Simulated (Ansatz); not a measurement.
Run this with Ansatz's Python interface and show what comes out.

`mn3si_ase_relax.py`
```python
# -*- coding: utf-8 -*-
"""ASE drives the relaxation of Mn3Si."""

import warnings

import ansatz as az
from ase import Atoms
from ase.calculators.calculator import Calculator, all_changes
from ase.filters import FrechetCellFilter
from ase.optimize import BFGSLineSearch
from ase.units import GPa
import numpy as np

FUNCTIONAL = "pbesol"
KGRID = (6, 6, 6)
OCCUPATIONS = "Fermi-Dirac"


class Ansatz(Calculator):
    implemented_properties = ["energy", "free_energy", "forces", "stress"]

    def calculate(self, atoms=None, properties=("energy",), system_changes=all_changes):
        super().calculate(atoms, properties, system_changes)
        bare = self.atoms.copy()
        bare.set_constraint()
        bare.set_momenta(None)
        job = (
            az.Crystal.from_ase(bare).calculation()
            .functional(FUNCTIONAL)
            .pseudopotentials("paw")
            .kpoints(*KGRID)
            .occupations(OCCUPATIONS)
            .spin(az.SpinTreatment.COLLINEAR)
            .forces()
            .stress()
        )
        report = job.run(threads=1).report
        self.results["free_energy"] = report["lagrangian_ev"]
        self.results["energy"] = report.get("lagrangian_sigma0_ev", report["lagrangian_ev"])
        self.results["forces"] = np.array(report["forces_ev_ang"])
        s = -np.array(report["stress_gpa"]) * GPa  # ASE counts tension as positive
        self.results["stress"] = s[[0, 1, 2, 1, 0, 0], [0, 1, 2, 2, 2, 1]]

warnings.simplefilter("ignore")
atoms = Atoms(
    ["Mn", "Mn", "Mn", "Si"],
    cell=[[0.0, 2.861, 2.861], [2.861, 0.0, 2.861], [2.861, 2.861, 0.0]],
    scaled_positions=[
        [0.5, 0.5, 0.5],
        [0.25, 0.25, 0.25],
        [0.75, 0.75, 0.75],
        [0.0, 0.0, 0.0],
    ],
    pbc=True,
)
atoms.set_initial_magnetic_moments([2.8, 2.8, 2.8, 0.0])
atoms.calc = Ansatz()
before = atoms.get_potential_energy(), atoms.get_volume()
target = FrechetCellFilter(atoms)
optimiser = BFGSLineSearch(target, logfile=None)


def tell():
    fmax = np.linalg.norm(target.get_forces(), axis=1).max()
    print(f"step {optimiser.nsteps:2d}  E = {atoms.get_potential_energy():.5f} eV  fmax = {fmax:.4f}  V = {atoms.get_volume():.3f} A^3")


optimiser.attach(tell)
met = optimiser.run(fmax=0.03, steps=12)
print("threshold met:", bool(met), " energy gained:", round(before[0] - atoms.get_potential_energy(), 5), "eV")
print("cell lengths and angles:", np.round(atoms.cell.cellpar(), 3))
print(np.round(atoms.get_scaled_positions(), 4))
```

Running `python mn3si_ase_relax.py` prints:
```text
step  0  E = -12229.05084 eV  fmax = 1.1919  V = 46.836 A^3
step  1  E = -12229.25211 eV  fmax = 0.0515  V = 42.831 A^3
step  2  E = -12229.25304 eV  fmax = 0.0063  V = 42.990 A^3
threshold met: True  energy gained: 0.2022 eV
cell lengths and angles: [ 3.932  3.932  3.932 60.    60.    60.   ]
[[0.5  0.5  0.5 ]
 [0.25 0.25 0.25]
 [0.75 0.75 0.75]
 [0.   0.   0.  ]]
```

Total energies depend on the potentials; only differences at equal settings carry meaning. A total without «per atom» is that of the whole cell that was run. The SCF didn't keep the moments it started from (some shrank, vanished or turned); what is printed is the state reached. The mesh is modest for a metal, so energies can be off by several to tens of meV an atom and pressures by half a GPa or more; differences at equal mesh fare better. At these settings the cell as given stands under about -16 GPa, so it isn't at this functional's equilibrium volume. The starting cell is as deposited in a crystallographic database; the results hold for this polymorph, which needn't be the stable one. The script silences warnings, which a real study should read. Hardware and time: 25 s on 1 thread of Arm Neoverse V2, with other jobs on the host, peak memory 0.51 GiB.
